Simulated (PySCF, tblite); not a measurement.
**CH10GeSi2: a rotation path, then NMR shifts on frames**

Aim: move CH10GeSi2 (`[CH3][GeH2][SiH2][SiH3]`) away from its starting geometry and see how NMR shifts follow the geometry.

Computed with tblite 0.8.0 and PySCF 2.14.0, with density-fitted response routines of our own, on a single molecule in the gas phase. Atoms are numbered from 0 throughout.

### 1 The molecule as given

14 atoms, charge 0, multiplicity 1; geometry from: GFN2-xTB.

Bonds of the start (Å): C0–Ge1 1.98, Ge1–Si2 2.35, Si2–Si3 2.32, C0–H4 1.09, C0–H5 1.09, C0–H6 1.09, Ge1–H7 1.52, Ge1–H8 1.51, Si2–H9 1.47, Si2–H10 1.47, Si3–H11 1.47, Si3–H12 1.47, Si3–H13 1.46.

### 2 A band between two rotamers with GFN2-xTB

What the job is given:

```
{"job": {"kind": "neb", "xc": "GFN2-xTB", "basis": "xTB", "atoms": [0, 1, 2, 3], "turn": 120}, "charge": 0, "multiplicity": 1}
C     -2.051247     0.163474    -0.374488
Ge    -1.170360    -0.332938     1.322405
Si     1.104414     0.256939     1.384089
Si     2.139529    -0.059100    -0.665236
H     -1.991088     1.236768    -0.540726
H     -3.101111    -0.116995    -0.381271
H     -1.567446    -0.327827    -1.216008
H     -2.018743     0.255527     2.431362
H     -1.423439    -1.815408     1.504917
H      1.757169    -0.510513     2.452890
H      1.191856     1.657754     1.822531
H      2.029075    -1.447770    -1.124356
H      1.534890     0.768997    -1.714581
H      3.565824     0.270619    -0.643670
```

Level: GFN2-xTB climbing-image nudged elastic band, gas phase.

Command:

```bash
OMP_NUM_THREADS=1 python probes_run.py task.json out
```

This one command runs all jobs of the session in turn.

Standard output:

```text
image   E - E0 / eV
  0       0.0000
  1       0.0038
  2       0.0048
  3       0.0048
  4       0.0041
  5       0.0036
  6       0.0037
  7       0.0046
  8       0.0026
```

Run time: 1.9 s. Hardware: 1 thread of Arm Neoverse V1, shared host; peak memory 0.18 GiB.

The final band, with the dihedral C0–Ge1–Si2–Si3:

```
image  dihedral (°)  energy (eV)  energy (kcal/mol)
    0           -38        0.000                0.0
    1           -23        0.004                0.1
    2            -8        0.005                0.1
    3             7        0.005                0.1
    4            21        0.004                0.1
    5            36        0.004                0.1
    6            50        0.004                0.1
    7            65        0.005                0.1
    8            80        0.003                0.1
```

### 3 NMR shieldings: image 0, PBE0/pcSseg-1

What the job is given:

```
{"job": {"kind": "nmr", "xc": "PBE0", "basis": "pcSseg-1", "pop": false}, "charge": 0, "multiplicity": 1}
C     -2.051200     0.163500    -0.374500
Ge    -1.170400    -0.332900     1.322400
Si     1.104400     0.256900     1.384100
Si     2.139500    -0.059100    -0.665200
H     -1.991100     1.236800    -0.540700
H     -3.101100    -0.117000    -0.381300
H     -1.567400    -0.327800    -1.216000
H     -2.018700     0.255500     2.431400
H     -1.423400    -1.815400     1.504900
H      1.757200    -0.510500     2.452900
H      1.191900     1.657800     1.822500
H      2.029100    -1.447800    -1.124400
H      1.534900     0.769000    -1.714600
H      3.565800     0.270600    -0.643700
```

With the program's defaults for keys left out, this is: GIAO PBE0/pcSseg-1 NMR shielding, non-relativistic, gas phase.

Standard output:

```text
coarse grid: 50144 points
cycle   1  E = -2699.2360801029  dE = -8.114e-01  |g| = 8.704e-01  |ddm| = 3.286e+00
cycle   2  E = -2699.2119715659  dE =  2.411e-02  |g| = 8.741e-01  |ddm| = 8.330e-01
cycle   3  E = -2699.2919941942  dE = -8.002e-02  |g| = 8.809e-02  |ddm| = 5.507e-01
cycle   4  E = -2699.2933897653  dE = -1.396e-03  |g| = 2.282e-02  |ddm| = 9.339e-02
cycle   5  E = -2699.2935362833  dE = -1.465e-04  |g| = 3.964e-03  |ddm| = 2.421e-02
cycle   6  E = -2699.2935392438  dE = -2.960e-06  |g| = 1.040e-03  |ddm| = 5.006e-03
final grid: 101824 points
cycle   7  E = -2699.2935357021  dE = -3.212e-08  |g| = 1.213e-03  |ddm| = 3.071e-03
cycle   8  E = -2699.2935356416  dE =  6.052e-08  |g| = 1.555e-03  |ddm| = 2.951e-03
cycle   9  E = -2699.2935360397  dE = -3.981e-07  |g| = 1.108e-04  |ddm| = 1.344e-03
cycle  10  E = -2699.2935360436  dE = -3.845e-09  |g| = 5.951e-06  |ddm| = 1.736e-04
cycle  11  E = -2699.2935360436  dE = -2.001e-11  |g| = 1.501e-06  |ddm| = 7.845e-06
converged SCF energy = -2699.2935360436

GIAO shielding tensors (ppm)
atom      isotropic    diamagn.    paramagn.     s11        s22        s33       span
  0 C      194.304     252.076     -57.772    190.459    194.312    198.141      7.683
  1 Ge    1586.038    2757.211   -1171.173   1525.983   1543.276   1688.855    162.871
  2 Si     472.481     880.706    -408.226    462.048    472.606    482.789     20.740
  3 Si     466.753     879.985    -413.232    458.776    463.018    478.463     19.687
  4 H       31.488      31.355       0.133     26.382     28.740     39.342     12.959
  5 H       31.255      29.166       2.089     25.471     27.704     40.590     15.119
  6 H       31.536      32.416      -0.880     25.818     29.721     39.069     13.251
  7 H       27.805      29.495      -1.690     21.082     22.409     39.924     18.842
  8 H       27.948      30.031      -2.083     21.520     22.601     39.723     18.203
  9 H       28.240      28.656      -0.416     24.002     25.798     34.920     10.918
 10 H       28.206      28.913      -0.706     24.117     25.969     34.533     10.415
 11 H       28.211      29.410      -1.199     24.620     26.452     33.560      8.940
 12 H       28.198      29.751      -1.552     24.317     27.101     33.176      8.859
 13 H       28.127      28.510      -0.384     24.404     25.362     34.613     10.209
```

Wall time 22 s (1 thread of Arm Neoverse V1, shared host); peak memory 0.7 GiB.

Shifts follow as δ = σ(reference) − σ, with reference shieldings (ppm) from runs at the same level and on the same kind of geometry: 1H TMS 31.72, 13C TMS 186.9, 29Si TMS 349.2, 73Ge GeMe4 1331. The references are single molecules in the gas phase. Each atom is listed at this fixed geometry, with no averaging over motion; a spectrum would average atoms that exchange fast.

```
atoms                               environment  σ (ppm)  δ (ppm)
   C0                methyl carbon bonded to Ge    194.3     -7.4
   H7   hydrogen on a germanium bonded to C, Si    27.80     3.91
   H8   hydrogen on a germanium bonded to C, Si    27.95     3.77
  H13        hydrogen on a silicon bonded to Si    28.13     3.59
  H12        hydrogen on a silicon bonded to Si    28.20     3.52
  H10    hydrogen on a silicon bonded to Ge, Si    28.21     3.51
  H11        hydrogen on a silicon bonded to Si    28.21     3.51
   H9    hydrogen on a silicon bonded to Ge, Si    28.24     3.48
   H5  hydrogen on a methyl carbon bonded to Ge    31.26     0.46
   H4  hydrogen on a methyl carbon bonded to Ge    31.49     0.23
   H6  hydrogen on a methyl carbon bonded to Ge    31.54     0.18
  Ge1            germanium bonded to C, Si, 2 H     1586     -255
  Si3                 silicon bonded to Si, 3 H    466.8   -117.6
  Si2             silicon bonded to Ge, Si, 2 H    472.5   -123.3
```

The fields below are evaluated on a grid from the run's orbitals.

Frontier orbitals at PBE0/pcSseg-1, with the share of their density that lies nearest to each atom:

```
orbital  energy (eV)                                      lies on
   HOMO        -8.15                 Si2 29 %; Ge1 23 %; Si3 10 %
   LUMO        -0.22  Si2 17 %; H7, H13 about 13 % each; Ge1 13 %
```

ELF in a plane through or near 6 of the atoms.

Values, 10 rows by 14 columns:
```
0.00 0.00 0.00 0.00 0.00 0.00 0.00 0.00 0.00 0.00 0.00 0.00 0.00 0.00
0.00 0.00 0.00 0.00 0.00 0.00 0.00 0.00 0.00 0.00 0.00 0.00 0.00 0.00
0.00 0.00 0.00 0.01 0.12 0.44 0.04 0.00 0.41 0.10 0.02 0.00 0.00 0.00
0.00 0.00 0.12 0.16 0.51 0.93 0.24 0.30 0.99 0.71 0.88 0.51 0.00 0.00
0.00 0.07 1.00 1.00 0.67 0.06 0.23 0.06 0.66 0.25 0.99 0.88 0.00 0.00
0.00 0.02 0.97 0.96 0.48 0.98 0.64 0.63 0.29 0.32 0.07 0.00 0.00 0.00
0.00 0.00 0.01 0.02 0.18 0.18 0.53 0.87 0.44 0.43 0.77 0.05 0.00 0.00
0.00 0.00 0.00 0.00 0.50 1.00 0.88 0.26 0.33 0.98 0.97 0.05 0.00 0.00
0.00 0.00 0.00 0.00 0.21 0.94 0.53 0.01 0.02 0.17 0.04 0.00 0.00 0.00
0.00 0.00 0.00 0.00 0.00 0.00 0.00 0.00 0.00 0.00 0.00 0.00 0.00 0.00
```
The map spans 12.5 Å across and 10.0 Å up, centred on the molecule. Atoms in the plane (x, y in Å): C0 (1.9, 1.0), Ge1 (1.3, -0.9), Si3 (-2.3, 0.7), H5 (3.0, 1.1), H6 (1.3, 1.7), H13 (-3.7, 0.5).

On the surface of density 0.002 e/bohr³ the electrostatic potential runs, from the 1st to the 99th percentile, from -0.09 to 1.01 V.

### 4 Nuclear shieldings: image 1, PBE0/pcSseg-1

What the job is given:

```
{"job": {"kind": "nmr", "xc": "PBE0", "basis": "pcSseg-1", "pop": false}, "charge": 0, "multiplicity": 1}
C     -1.985400     0.038200    -0.412200
Ge    -1.199100    -0.253100     1.375900
Si     1.105600     0.197000     1.410200
Si     2.085200     0.058400    -0.689900
H     -1.819900     1.056300    -0.757400
H     -3.055200    -0.147600    -0.418600
H     -1.523100    -0.631800    -1.135100
H     -2.039500     0.526600     2.368100
H     -1.533900    -1.681600     1.753400
H      1.729500    -0.733800     2.359600
H      1.289500     1.523300     2.013500
H      1.877400    -1.265400    -1.287700
H      1.535800     1.032900    -1.639800
H      3.532400     0.280100    -0.682200
```

With the program's defaults for keys left out, this is: GIAO PBE0/pcSseg-1 NMR shielding, non-relativistic, gas phase.

Standard output:

```text
coarse grid: 50144 points
cycle   1  E = -2699.2352006387  dE = -8.105e-01  |g| = 8.710e-01  |ddm| = 3.289e+00
cycle   2  E = -2699.2113131109  dE =  2.389e-02  |g| = 8.744e-01  |ddm| = 8.372e-01
cycle   3  E = -2699.2912832555  dE = -7.997e-02  |g| = 8.793e-02  |ddm| = 5.521e-01
cycle   4  E = -2699.2926655925  dE = -1.382e-03  |g| = 2.273e-02  |ddm| = 9.321e-02
cycle   5  E = -2699.2928123797  dE = -1.468e-04  |g| = 3.928e-03  |ddm| = 2.441e-02
cycle   6  E = -2699.2928152983  dE = -2.919e-06  |g| = 1.048e-03  |ddm| = 4.994e-03
final grid: 101824 points
cycle   7  E = -2699.2928317049  dE = -4.656e-08  |g| = 1.228e-03  |ddm| = 3.269e-03
cycle   8  E = -2699.2928316425  dE =  6.239e-08  |g| = 1.569e-03  |ddm| = 2.971e-03
cycle   9  E = -2699.2928320513  dE = -4.088e-07  |g| = 1.111e-04  |ddm| = 1.359e-03
cycle  10  E = -2699.2928320551  dE = -3.846e-09  |g| = 6.550e-06  |ddm| = 1.721e-04
cycle  11  E = -2699.2928320551  dE = -9.095e-12  |g| = 2.006e-06  |ddm| = 9.017e-06
converged SCF energy = -2699.2928320551

GIAO shielding tensors (ppm)
atom      isotropic    diamagn.    paramagn.     s11        s22        s33       span
  0 C      194.302     252.177     -57.875    190.058    194.138    198.709      8.651
  1 Ge    1588.659    2757.162   -1168.502   1532.310   1540.563   1693.106    160.796
  2 Si     473.819     880.616    -406.796    462.737    473.383    485.338     22.601
  3 Si     466.902     879.925    -413.023    457.781    463.665    479.261     21.480
  4 H       31.487      31.723      -0.236     26.412     28.949     39.099     12.687
  5 H       31.281      29.196       2.085     25.396     27.736     40.711     15.316
  6 H       31.543      32.325      -0.782     26.109     29.525     38.994     12.885
  7 H       27.795      29.463      -1.668     21.116     22.375     39.895     18.779
  8 H       27.932      29.919      -1.987     21.424     22.579     39.791     18.367
  9 H       28.242      28.603      -0.361     23.896     25.929     34.901     11.005
 10 H       28.217      28.739      -0.521     23.943     26.033     34.676     10.734
 11 H       28.211      29.529      -1.318     24.577     26.585     33.471      8.895
 12 H       28.198      29.675      -1.477     24.370     26.959     33.264      8.894
 13 H       28.147      28.485      -0.338     24.442     25.383     34.616     10.175
```

Run time: 15 s. Hardware: 1 thread of Arm Neoverse V1, shared host; peak memory 0.82 GiB.

Key values: δ C0 -7.4, Ge1 -258, Si3 -117.7, Si2 -124.7, H7 3.92, H8 3.79 ppm.

(Part 1 of 2 ends here.)
